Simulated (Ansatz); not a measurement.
# Ta3Al: the cost of one run

Method: DFT PBE, scalar-relativistic, plane waves, PAW, in Ansatz 0.2.0.

### Step 1. The structure to begin with

It takes space group P-3m1 (No. 164, trigonal). The conventional cell has a = 4.011 Å, b = 4.011 Å, c = 4.545 Å, α = 90.00°, β = 90.00°, γ = 120.00°. Ta (site symmetry -3m) is surrounded by 2 Al at 2.27 Å. Ta (site symmetry 3m) has 3 Al at 2.53 Å and 3 Ta at 2.63 Å as nearest neighbours. Al (site symmetry -3m) has 8 Ta at 2.27 to 2.53 Å as nearest neighbours.

Coordinates:

```xyz
4
Lattice="4.0113 0.0000 0.0000 -2.0056 3.4739 0.0000 0.0000 0.0000 4.5450" Properties=species:S:1:pos:R:3 pbc="T T T"
Ta    0.0000    0.0000    2.2725
Ta    0.0000    2.3159    3.5249
Ta    2.0056    1.1580    1.0201
Al    0.0000    0.0000    0.0000
```

A structure generator made this guess: random cell by space group and Wyckoff sites (P-3m1, No. 164). Its size is a rough estimate.

### Step 2. A first look at the guess

Input file input.yaml:

```yaml
crystal:
  lattice:
    - [4.01127019, 0.0, 0.0]
    - [-2.0056351, 3.47386189, 0.0]
    - [0.0, 0.0, 4.54501833]
  atoms:
    - { symbol: Ta, position: [0.0, 0.0, 0.5] }
    - { symbol: Ta, position: [0.33333333, 0.66666667, 0.7755607] }
    - { symbol: Ta, position: [0.66666667, 0.33333333, 0.2244393] }
    - { symbol: Al, position: [0.0, 0.0, 0.0] }
basis:
  ecutwfc: 420
kpoints:
  mp_grid: { grid: [6, 6, 4] }
hamiltonian:
  xc: pbe
scf:
  occupations: { method: gaussian, width: 0.1 }
  lower_state_search: "off"
output:
  forces: true
  stress: true
  eigenvalues: true
```

The run is started by

```bash
$ ansatz run input.yaml --threads 1 --pin off --max-ram 2560MiB --backend cpu --events-out ev --progress --plain --runs-dir out
```

Q: Estimate wall time and peak memory on 1 thread of AMD EPYC (Zen 3), shared host.

About 2.4 s, with a peak of 0.35 GiB.
